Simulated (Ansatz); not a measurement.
# C2H6AlFS: basis-set convergence

Aim: see how fast density functionals converge with the basis set for C2H6AlFS.

Computed with Ansatz 0.2.0, Gaussian basis. Level: one geometry, several basis sets.

The runs, in order: PBE0-D4/def2-SVP; ωB97M-V/def2-SVP; PBE0-D4/def2-QZVPP; ωB97M-V/def2-QZVPP; the functionals' def2-TZVPP values are taken from earlier runs.

## Step 1: The geometry

An earlier PBE0-D4 in a triple-zeta def2 set relaxation fixed the geometry.

SMILES `C[S][Al]([CH3])[F]`, 11 atoms, charge 0, spin multiplicity 1.

Atoms are counted from 1 here; the program's logs count them from 0.

Bond lengths: C1–S2 1.824 Å, C1–H6 1.089 Å, C1–H7 1.089 Å, C1–H8 1.089 Å, S2–Al3 2.166 Å, Al3–C4 1.940 Å, Al3–F5 1.651 Å, C4–H9 1.094 Å, C4–H10 1.094 Å, C4–H11 1.092 Å. Angles: S2–C1–H6 108.8°, S2–C1–H7 112.3°, S2–C1–H8 108.6°, H6–C1–H7 108.9°, H6–C1–H8 109.3°, H7–C1–H8 108.9°, C1–S2–Al3 101.1°, S2–Al3–C4 124.9°, S2–Al3–F5 115.0°, C4–Al3–F5 120.1°, Al3–C4–H9 111.7°, Al3–C4–H10 111.7°, Al3–C4–H11 110.3°, H9–C4–H10 107.2°, H9–C4–H11 107.9°, H10–C4–H11 107.9°.

## Step 2: PBE0-D4 in def2-SVP

Input file in.yaml:

```yaml
crystal:
  periodic: [false, false, false]
  atoms:
    - {symbol: C, position_ang: [-0.644855, 1.737602, 0.673963]}
    - {symbol: S, position_ang: [0.006232, 1.729211, -1.029757]}
    - {symbol: Al, position_ang: [0.566652, -0.351590, -1.251245]}
    - {symbol: C, position_ang: [0.347657, -1.711654, 0.114084]}
    - {symbol: F, position_ang: [1.220161, -0.745091, -2.715569]}
    - {symbol: H, position_ang: [-0.033635, 2.404022, 1.280826]}
    - {symbol: H, position_ang: [-0.639783, 0.745400, 1.123615]}
    - {symbol: H, position_ang: [-1.668346, 2.109086, 0.652415]}
    - {symbol: H, position_ang: [-0.702612, -1.839724, 0.391391]}
    - {symbol: H, position_ang: [0.894842, -1.460284, 1.027054]}
    - {symbol: H, position_ang: [0.718987, -2.673777, -0.246178]}
basis:
  gaussian: {orbitals: def2-SVP}
hamiltonian: {xc: pbe0, dispersion: d4}
output: {orbitals: {seedname: orbitals}}
```

Further steps of the session: ωB97M-V in def2-SVP; PBE0-D4 in def2-QZVPP; ωB97M-V in def2-QZVPP.

Before running them: what should the planned runs give, taken together? Wanted: PBE0-D4: double and triple zeta above quadruple; ωB97M-V: double and triple zeta above quadruple.

The runs gave:

```
                                       quantity           value
PBE0-D4: double and triple zeta above quadruple  12.85, 0.83 eV
ωB97M-V: double and triple zeta above quadruple  13.00, 0.79 eV
```

In words: For PBE0-D4 the step from double to triple zeta gains 12.02 eV and the next only 0.83 eV. These are total energies; as a rule much of such shifts cancels in differences, which this series doesn't test. The LUMO of ωB97M-V is positive and keeps falling with the basis (1.57 to 0.77 eV): an unbound level that the basis holds in place.
